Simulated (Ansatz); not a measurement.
# NiMoIrPdW (Cm) in Ansatz: relaxation of cell and atoms with PBE+D3(BJ)-ATM

Aim: the relaxation of cell and atoms of NiMoIrPdW with PBE+D3(BJ)-ATM.

Program: Ansatz 0.2.0. These are calculated values, not measurements. Logs are shortened: lines on timing, memory, paths and dates and some standing lists are left out, and cuts for length are marked.

**1. The structure**

It takes space group Cm (No. 8, monoclinic). The conventional cell has a = 4.689 Å, b = 2.863 Å, c = 11.144 Å, α = 90.00°, β = 101.20°, γ = 90.00°. Ni (site symmetry m) is surrounded by 3 Ir at 2.59 to 2.61 Å and 3 Pd at 2.67 to 2.68 Å and 6 Ni at 2.75 to 2.86 Å. Mo (site symmetry m) has 3 Ir at 2.68 Å and 6 Mo at 2.75 to 2.86 Å and 2 W at 2.78 Å as nearest neighbours. Pd (site symmetry m) is surrounded by 3 Ni at 2.67 to 2.68 Å and 3 W at 2.74 to 2.75 Å and 6 Pd at 2.75 to 2.86 Å. Ir (site symmetry m) has 3 Ni at 2.59 to 2.61 Å and 3 Mo at 2.68 Å and 6 Ir at 2.75 to 2.86 Å as nearest neighbours. Around W (site symmetry m) lie 3 Pd at 2.74 to 2.75 Å and 6 W at 2.75 to 2.86 Å and 2 Mo at 2.78 Å.

The cell was built by a generator and needn't be a form met in nature.

**2. Relaxation of cell and atoms, PBE+D3(BJ)-ATM, collinear spin, ferromagnetic start**

File input.yaml:

```yaml
crystal:
  lattice:
    - [2.3446, -1.43138, 0.00906]
    - [2.3446, 1.43138, 0.00906]
    - [-2.206, 0.0, 10.92374]
  atoms:
    - { symbol: Ni, position: [0.49838, 0.49838, 0.29525], spin: 1.0 }
    - { symbol: Mo, position: [0.31773, 0.31773, 0.91207], spin: 1.0 }
    - { symbol: Pd, position: [0.24733, 0.24733, 0.49061] }
    - { symbol: Ir, position: [0.74982, 0.74982, 0.10802], spin: 0.6 }
    - { symbol: W, position: [0.68673, 0.68673, 0.69406] }
hamiltonian:
  xc: pbe
  pseudopotentials: { kind: paw }
  dispersion: d3bjatm
magnetization:
  spin_polarized: true
kpoints:
  mp_grid: { grid: [8, 8, 2] }
scf:
  occupations: { method: fermi_dirac, width: 0.05 }
output:
  forces: true
  stress: true
  eigenvalues: true
relax:
  f_tol: 0.01
  max_steps: 40
  cell: { stress_tol: 0.05 }
```

Potentials or basis: Ansatz PAW.

Launch:

```bash
$ ansatz run input.yaml --threads 8 --pin off --max-ram 20480MiB --backend cpu --events-out ev --progress --plain --runs-dir out
```

Standard output:

```text
Warning: RAYON_NUM_THREADS=8 ignored (pool sized by the plan → 8); use --threads N
Engine: ansatz 0.2.0, x86_64-unknown-linux-gnu
Pseudopotentials: kind: paw
Pseudopotential: Ni, paw, valence charge 18, recommended cutoff 420 eV (normal), Ni.paw.azcp
Pseudopotential: Mo, paw, valence charge 14, recommended cutoff 420 eV (normal), Mo.paw.azcp
Pseudopotential: Pd, paw, valence charge 18, recommended cutoff 420 eV (normal), Pd.paw.azcp
Pseudopotential: Ir, paw, valence charge 17, recommended cutoff 420 eV (normal), Ir.paw.azcp
Pseudopotential: W, paw, valence charge 14, recommended cutoff 420 eV (normal), W.paw.azcp
Functional definition: PBE
  parameter kappa = 0.804
  parameter beta = 0.06672455060314922
  exchange = pbe_x(kappa = kappa, mu = beta*pi^2/3)
  correlation = pbe_c(beta = beta)
Crystal: 5 atoms, lattice volume = 73.378 Å³
Basis set: ecut = 420 eV, 1447 PW (Γ), exchange–correlation on 40×40×150 points (8 copies of the dense FFT grid, shifted against one another)
Bands: 51, of which v1, the nominal top of the filled ones, is band 41 counted from 1 (40 counted from 0)
Symmetry: 2 space group operations
Space group: Cm (ITA 8), of the structure as read, at distance tolerance 4.2e-5 Å
Magnetic group: BNS 8.32 (UNI 39), of the structure as read, at distance tolerance 4.2e-5 Å
k-points: 42 of 128 (time reversal used)
Non-local potential: Ni, projectors of the file, l = 0: 3, l = 1: 2, l = 2: 3, l = 3: 1
Non-local potential: Mo, projectors of the file, l = 0: 3, l = 1: 2, l = 2: 2, l = 3: 1
Non-local potential: Pd, projectors of the file, l = 0: 2, l = 1: 2, l = 2: 2, l = 3: 1
Non-local potential: Ir, projectors of the file, l = 0: 3, l = 1: 2, l = 2: 2, l = 3: 1
Non-local potential: W, projectors of the file, l = 0: 3, l = 1: 2, l = 2: 2, l = 3: 1
PAW form: soft (Blöchl's): semilocal exchange-correlation on the pseudo side does not see the compensation charge
PAW one-centre angular grid: Ni, 590 points (default); XC on 64 Gauss nodes
PAW one-centre angular grid: Mo, 590 points (default); XC on 64 Gauss nodes
PAW one-centre angular grid: Pd, 590 points (default); XC on 64 Gauss nodes
PAW one-centre angular grid: Ir, 590 points (default); XC on 64 Gauss nodes
PAW one-centre angular grid: W, 590 points (default); XC on 64 Gauss nodes
Initial density: superposition of atomic densities (chi_scale 0.1, normalization cell)
Starting moments: Σ|m| = 2.6 μB on 3 of 5 sites
[... 196 lines left out ...]
Free energy (F): -40091.408713 eV
Harris-Foulkes:  -40091.408713 eV  (|F-HF|=7.28e-12)
Internal energy: -40091.386928 eV  (E = F + TS)
E sigma→0 (E₀):  -40091.397821 eV
Entropy (-TS):   -0.021785 eV (-4.357 meV/atom)
Fermi energy:    21.440796 eV
--- Per-component energies (eV) ---
  E_band       = -634.904492
  E_kinetic    = 2311.733041
  E_local      = -9142.480530  (includes V_loc(G=0)·N_el)
  E_nonlocal   = 1071.621909
  E_hartree    = 3787.133758
  E_xc         = -972.514576
  E_vxc        = -1089.805497  (∫ρ·V_xc dr)
  E_paw        = -26369.590271  (= ΣΔE_a)
  E_vpaw       = -1360.241798  (= ΣTr[D̂ρ^β])
  E_aug_tail   = 0.000771  (compensation charges beyond the density's cutoff)
  E_ewald      = -10774.436779
  E_disp       = -2.854251  (pairwise vdW)
  E_smearing   = -0.021785  (= −TS)
  E_closure    = -0.000000  (closes the sum)
  Σ components = -40091.408713   (vs F -40091.408713, Δ=0.00e0)
--- Forces (eV/Å), atoms counted from 1 ---
  atom   1  Ni     0.00032359     0.00000000     0.00147897
  atom   2  Mo    -0.00020449     0.00000000     0.00130035
  atom   3  Pd     0.00000712     0.00000000    -0.00202708
  atom   4  Ir    -0.00004146     0.00000000    -0.00125240
  atom   5  W     -0.00008475     0.00000000     0.00050001
  max |Σ_I F_I| component: 1.45e-7 eV/Å
--- Stress (GPa, compression-positive) ---
        0.010165       0.000000      -0.003178
        0.000000       0.009691       0.000000
       -0.003178       0.000000       0.018119
  P = ⅓ Tr σ = 0.0127 GPa (0.127 kbar)
--- Band table (eV; the first three rows and the last of 84) ---
  k-point 0 ↑: bands = ["-81.2961", "-71.1486", "-63.3713", "-52.5249", "-41.7929", "-41.6349", "-41.6156", "-39.6096", "-29.2505", "-28.8609", "-28.8445", "-27.9892", "-27.8198", "-27.7594", "-16.9531", "-16.1829", "-16.0897", "-13.7336", "-13.0346", "-12.9537", "12.2449", "13.3885", "14.8807", "15.5153", "15.8903", "17.6565", "17.9240", "18.3098", "18.4253", "18.5602", "18.9513", "19.1830", "19.2490", "19.3295", "19.6322", "19.7468", "20.1840", "20.5497", "20.5859", "20.6673", "20.7058", "20.8724", "21.1871", "21.4777", "21.8140", "21.9809", "22.9116", "23.8837", "24.6758", "25.2400", "30.8707"]
  k-point 1 ↑: bands = ["-81.2961", "-71.1486", "-63.3713", "-52.5249", "-41.7929", "-41.6349", "-41.6156", "-39.6096", "-29.2505", "-28.8609", "-28.8445", "-27.9892", "-27.8198", "-27.7594", "-16.9531", "-16.1829", "-16.0897", "-13.7336", "-13.0346", "-12.9537", "12.3502", "13.1428", "14.9752", "15.5065", "16.0971", "17.6612", "17.9165", "18.4084", "18.4465", "18.5459", "18.9014", "19.1762", "19.3193", "19.3910", "19.3963", "19.7785", "19.8591", "20.0004", "20.4749", "20.5382", "20.9067", "20.9486", "21.4611", "21.6963", "22.0305", "22.1670", "22.8775", "23.8844", "24.6715", "25.2477", "30.0118"]
  k-point 2 ↑: bands = ["-81.2953", "-71.1438", "-63.3665", "-52.5100", "-41.7921", "-41.6392", "-41.6203", "-39.5821", "-29.2448", "-28.9007", "-28.8584", "-27.9800", "-27.8818", "-27.7871", "-16.9260", "-16.3438", "-16.1480", "-13.7087", "-13.2016", "-13.0112", "12.8077", "13.9511", "15.2804", "15.9444", "16.2014", "17.4754", "17.7951", "18.2792", "18.4531", "18.6441", "18.7052", "18.7933", "19.1322", "19.3918", "19.5194", "19.6227", "19.9351", "20.1627", "20.3371", "20.5542", "20.6760", "20.9639", "21.2902", "21.8852", "22.0867", "22.1887", "23.6671", "24.1881", "24.5829", "25.9013", "31.1483"]
  k-point 41 ↓: bands = ["-81.2900", "-71.1079", "-63.3309", "-52.4010", "-41.7863", "-41.6915", "-41.6321", "-39.3820", "-29.2041", "-29.1770", "-28.9540", "-28.3122", "-27.9733", "-27.9108", "-17.3636", "-16.7429", "-16.5251", "-14.2771", "-13.5269", "-13.3872", "14.6897", "15.3307", "15.7213", "15.9023", "16.0354", "16.4017", "17.5135", "17.8088", "18.2303", "18.7477", "18.7527", "19.0583", "19.8362", "20.4223", "20.4761", "20.9814", "21.2500", "21.2841", "21.6820", "22.0478", "22.3195", "22.5948", "23.3503", "24.1069", "24.3275", "25.2434", "25.7952", "26.8326", "27.2563", "27.7532", "28.3331"]
--- Relaxed structure (7 steps of the walk, 5 accepted, 1 SCFs on fresh bases) ---
  F+E_penalty+E_count = -40091.40871317 eV   max|allowed force component| = 2.027e-3 eV/Å   (the final SCF, on the basis selected at the relaxed cell)
  cell:  # Å, volume = 71.8293 Å³
    - [2.3361986149961407, -1.412210252106229, 0.015562150141775711]
    - [2.3361986149961407, 1.412210252106229, 0.015562150141775708]
    - [-2.1675988611679373, -9.194223315131014e-18, 10.871415806024238]
  atoms:
    - { symbol: Ni, position: [0.4979460056553149, 0.4979460056553149, 0.29551670522603274] }
    - { symbol: Mo, position: [0.32268784904775066, 0.32268784904775066, 0.9119602023104575] }
    - { symbol: Pd, position: [0.24591028068886783, 0.2459102806888678, 0.49051762706616986] }
    - { symbol: Ir, position: [0.7517724054946131, 0.7517724054946131, 0.10862854342821092] }
    - { symbol: W, position: [0.6816734591134538, 0.6816734591134538, 0.6933869219691287] }
```

It took 48 s on 8 threads of AMD EPYC 7B13 (Zen 3), shared host; peak memory 0.8 GiB.

Results:

```yaml
Free_energy: -40091.4087 eV
Relaxed_volume: 14.37 Å³/atom
Relaxed_cell: a = 2.730 Å, b = 2.730 Å, c = 11.085 Å, α = 99.31°, β = 99.31°, γ = 62.30°
Space_group_after_relaxing_to_0.05_Å: Cm (No. 8)
Energy_gained_by_relaxing: 5.9 meV/atom
Ionic_steps: 6
Pressure_after_relaxing: 0.0 GPa
Band_gap_on_the_k_mesh: none (metal or under the smearing width)
Net_moment: 0.00 μB per cell
Absolute_moment: 0.00 μB per cell
```

Forces on the atoms (eV/Å):
```
Ni   0.000  0.000  0.001
Mo   0.000  0.000  0.001
Pd   0.000  0.000 -0.002
Ir   0.000  0.000 -0.001
W    0.000  0.000  0.001
```

Step by step:
| step | energy change (eV) | largest force (eV/Å) | volume (Å³) |
| --- | --- | --- | --- |
| 1 | 0.0000 | 0.0860 | 73.38 |
| 2 | -0.0292 | 0.0413 | 71.95 |
| 3 | -0.0298 | 0.0312 | 71.82 |
| 4 | -0.0298 | 0.0372 | 71.84 |
| 5 | -0.0299 | 0.0019 | 71.83 |
| 6 | -0.0293 | 0.0020 | 71.83 |

Final structure:
```xyz
5
Lattice="2.3362 -1.4122 0.0156 2.3362 1.4122 0.0156 -2.1676 0.0000 10.8714" Properties=species:S:1:pos:R:3 pbc="T T T"
Ni    1.6860    0.0000    3.2282
Mo   -0.4690    0.0000    9.9243
Pd    0.0857    0.0000    5.3403
Ir    3.2771    0.0000    1.2043
W     1.6821    0.0000    7.5593
```

Levels at points of the mesh, in eV from the Fermi level:
Spin up:
| k point | band 36 | band 37 | band 38 | band 39 | band 40 | band 41 | band 42 | band 43 | band 44 | band 45 |
| --- | --- | --- | --- | --- | --- | --- | --- | --- | --- | --- |
| (0.00, 0.00, 0.00) | -1.69 | -1.26 | -0.89 | -0.85 | -0.77 | -0.73 | -0.57 | -0.25 | 0.04 | 0.37 |
| (0.00, 0.00, -0.50) | -1.66 | -1.58 | -1.44 | -0.97 | -0.90 | -0.53 | -0.49 | 0.02 | 0.26 | 0.59 |
| (0.00, -0.50, 0.00) | -0.66 | -0.52 | -0.41 | -0.20 | 0.90 | 1.34 | 1.40 | 1.64 | 1.96 | 2.47 |
| (0.00, -0.50, -0.50) | -0.60 | -0.49 | -0.21 | -0.18 | 0.77 | 0.91 | 1.09 | 1.69 | 2.55 | 2.78 |
| (-0.50, -0.50, 0.00) | -0.47 | -0.38 | -0.15 | -0.09 | 0.30 | 1.13 | 1.17 | 1.80 | 2.89 | 3.02 |
| (-0.50, -0.50, -0.50) | -0.46 | -0.19 | -0.16 | 0.24 | 0.61 | 0.88 | 1.15 | 1.91 | 2.67 | 2.89 |
Spin down:
```tsv
k point	band 37	band 38	band 39	band 40	band 41	band 42	band 43	band 44
(0.00, 0.00, 0.00)	-1.26	-0.89	-0.85	-0.77	-0.73	-0.57	-0.25	0.04
(0.00, 0.00, -0.50)	-1.58	-1.44	-0.97	-0.90	-0.53	-0.49	0.02	0.26
(0.00, -0.50, 0.00)	-0.52	-0.41	-0.20	0.90	1.34	1.40	1.64	1.96
(0.00, -0.50, -0.50)	-0.49	-0.21	-0.18	0.77	0.91	1.09	1.69	2.55
(-0.50, -0.50, 0.00)	-0.38	-0.15	-0.09	0.30	1.13	1.17	1.80	2.89
(-0.50, -0.50, -0.50)	-0.19	-0.16	0.24	0.61	0.88	1.15	1.91	2.67
```

Caveat: the plane-wave basis is chosen anew once the cell has moved, so the energies of steps on either side of that aren't comparable; pairwise dispersion overbinds metals, which lowers pressure and volume; the starting moments weren't kept. The run has no spin-orbit coupling, so splittings on Ir, W are missing.
